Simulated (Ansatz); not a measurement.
**SiH3Br (SMILES [SiH3]Br) at PBE/def2-TZVP**

Aim: the energy change on altering one bond length of SiH3Br at PBE/def2-TZVP, from 2 runs. 

Program for the calculation: Ansatz 0.2.0.

54 further runs of the same task are left out: 1 that didn't finish, 53 set aside as unsound or not needed.

## Step 1: Starting point

SiH3Br has 5 atoms, charge 0, and is taken as a singlet. As SMILES, `[SiH3]Br`. The coordinates come from a PBE0-D4/def2-TZVP relaxation.

Bond lengths: Si1–Br2 2.219 Å, Si1–H3 1.481 Å, Si1–H4 1.481 Å, Si1–H5 1.481 Å. Angles: Br2–Si1–H3 108.4°, Br2–Si1–H4 108.4°, Br2–Si1–H5 108.4°, H3–Si1–H4 110.5°, H3–Si1–H5 110.5°, H4–Si1–H5 110.5°.

## Step 2: A single-point energy at PBE/def2-TZVP

File in.yaml:

```yaml
crystal:
  periodic: [false, false, false]
  atoms:
    - {symbol: Si, position_ang: [-0.147420, 0.056100, -0.043220]}
    - {symbol: Br, position_ang: [1.853020, -0.705130, 0.543250]}
    - {symbol: H, position_ang: [-1.064550, -0.105170, 1.107850]}
    - {symbol: H, position_ang: [-0.625550, -0.731350, -1.202270]}
    - {symbol: H, position_ang: [-0.015510, 1.485560, -0.405610]}
basis:
  gaussian:
    orbitals: def2-TZVP
hamiltonian:
  xc: {name: PBE}
accuracy: high
output: {orbitals: {seedname: orbitals}}
```

The run is started by

```bash
$ ansatz run in.yaml --threads 1 --pin off --max-ram 3480MiB --events-out events.jsonl --progress --plain --runs-dir runs
```

The program printed:

```text
Warning: RAYON_NUM_THREADS=1 ignored (pool sized by the plan → 1); use --threads N
Functional definition: PBE
  name "PBE"
  parameter kappa = 0.804
  parameter beta = 0.06672455060314922
  exchange = pbe_x(kappa = kappa, mu = beta*pi^2/3)
  correlation = pbe_c(beta = beta)
1659 factors; integrals over basis functions are off by at most 4.6e-9 eV
mean field evaluation 1: about -77958.3427 eV, gradient 1.7e1 eV
mean field evaluation 2: about -77958.5556 eV, gradient 1.5e1 eV
mean field evaluation 4: about -77959.2227 eV, gradient 6.1e-1 eV
mean field evaluation 8: about -77959.2168 eV, gradient 4.2e-2 eV
mean field evaluation 16: about -77959.2168 eV, gradient 2.5e-6 eV
mean field -77959.21678136 eV, -2864.9483740598 hartree, gradient 1.9e-8 eV, S^2 0.000000; 0 other end points of the search recorded, 0 dependent functions left out
reference -77959.21678453 eV, -2864.9483741763 hartree; 26, 26 occupied and 77, 77 virtual orbitals, 1659 factors
Total energy: -77959.21678453 eV, -2864.9483741763 hartree
```

Run time: 4.8 s. Hardware: 1 thread of Arm Neoverse V2, shared host; peak memory 0.22 GiB.

## Step 3: The distorted shape

File in.yaml:

```yaml
crystal:
  periodic: [false, false, false]
  atoms:
    - {symbol: Si, position_ang: [-0.003994, 0.292314, 0.304465]}
    - {symbol: Br, position_ang: [1.996446, -0.468916, 0.890935]}
    - {symbol: H, position_ang: [-0.921124, 0.131044, 1.455535]}
    - {symbol: H, position_ang: [-0.625550, -0.731350, -1.202270]}
    - {symbol: H, position_ang: [0.127916, 1.721774, -0.057925]}
basis:
  gaussian:
    orbitals: def2-TZVP
hamiltonian:
  xc: {name: PBE}
accuracy: high
output: {orbitals: {seedname: orbitals}}
```

The run is started by

```bash
$ ansatz run in.yaml --threads 1 --pin off --max-ram 3480MiB --events-out events.jsonl --progress --plain --runs-dir runs
```

The program printed:

```text
Warning: RAYON_NUM_THREADS=1 ignored (pool sized by the plan → 1); use --threads N
Functional definition: PBE
  name "PBE"
  parameter kappa = 0.804
  parameter beta = 0.06672455060314922
  exchange = pbe_x(kappa = kappa, mu = beta*pi^2/3)
  correlation = pbe_c(beta = beta)
1651 factors; integrals over basis functions are off by at most 4.8e-9 eV
mean field evaluation 1: about -77957.6314 eV, gradient 1.5e1 eV
mean field evaluation 2: about -77957.8586 eV, gradient 1.2e1 eV
mean field evaluation 4: about -77958.3219 eV, gradient 5.5e-1 eV
mean field evaluation 8: about -77958.3146 eV, gradient 3.3e-2 eV
mean field evaluation 16: about -77958.3146 eV, gradient 5.0e-6 eV
mean field -77958.31458784 eV, -2864.9152190596 hartree, gradient 5.3e-8 eV, S^2 0.000000; 0 other end points of the search recorded, 0 dependent functions left out
reference -77958.31459106 eV, -2864.9152191781 hartree; 26, 26 occupied and 77, 77 virtual orbitals, 1651 factors
Total energy: -77958.31459106 eV, -2864.9152191781 hartree
```

Wall time 4.8 s (1 thread of Arm Neoverse V2, shared host); peak memory 0.22 GiB.

## Step 4: Summary of results

At PBE/def2-TZVP:

```
                                                          quantity           value
                                         first shape: total energy  -2864.94837 Eh
                                          first shape: HOMO energy        -7.21 eV
                                          first shape: LUMO energy        -1.24 eV
                                        first shape: HOMO–LUMO gap         5.97 eV
                                     distorted shape: total energy  -2864.91522 Eh
                                      distorted shape: HOMO energy        -7.09 eV
                                      distorted shape: LUMO energy        -1.63 eV
                                    distorted shape: HOMO–LUMO gap         5.46 eV
energy change with the Si1–H4 bond stretched from 1.481 to 1.925 Å        0.902 eV
```

**Reading.** With the Si1–H4 bond stretched from 1.481 to 1.925 Å the energy rises by 0.90 eV (20.8 kcal/mol). The first shape isn't relaxed at this level, so the change isn't measured from a minimum.
